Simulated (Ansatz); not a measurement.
**HfF (quartet): wave-function methods side by side, def2-QZVPP**

The task here is to estimate one member of a computed series from the others.

Computed with Ansatz 0.2.0, Gaussian basis. Level: def2-QZVPP, core rule «outside noble gas», up to 5 orbitals frozen.

Plan: UHF; ROHF; CCSD(T) on UHF.

2 further runs of the same task are left out: 2 set aside as unsound or not needed.

## What is computed

The geometry is a PBE0/def2-TZVP stationary point (not a proven minimum) of the parent state, kept for this charge and spin. No spin-orbit coupling is included. Elements past krypton take def2 core potentials.

2 atoms, charge 0, spin multiplicity 4.

Atoms are counted from 1 here; the program's logs count them from 0.

Bond lengths: Hf1–F2 1.861 Å.

Geometry (Å):

```xyz
2
charge 0, multiplicity 4
Hf    0.0000    0.0000    0.0000
F     0.0000    0.0000    1.8606
```

Set-up of the first run:

Contents of in.yaml:

```yaml
crystal:
  periodic: [false, false, false]
  atoms:
    - {symbol: Hf, position_ang: [0.000000, 0.000000, 0.000000]}
    - {symbol: F, position_ang: [0.000000, 0.000000, 1.860593]}
basis:
  gaussian: {orbitals: "def2-QZVPP.json"}
magnetization: {spin_polarized: true, initial_magnetization: 3}
hamiltonian: {xc: hf}
output: {orbitals: {seedname: orbitals}}
```

On the command line:

```console
$ ansatz run in.yaml --threads 1 --pin off --events-out ev --progress --plain --max-ram 4096MiB --backend cpu
```

Steps of the session up to this table: UHF; ROHF; CCSD(T) on UHF.

One of the session's tables, all rows but one given; the rest of the session is left out.

```
  method  from UCCSD(T) (meV)
    ROHF              +9322.9
     UHF              +9223.8
    UMP2               +328.1
   UCCSD                    ?
UCCSD(T)                    0
```

Estimate the missing values for UCCSD.

The run gave: from UCCSD(T) (meV): +317.2. In the column «from UCCSD(T) (meV)» it lies between UCCSD(T) (0) and UMP2 (+328.1).
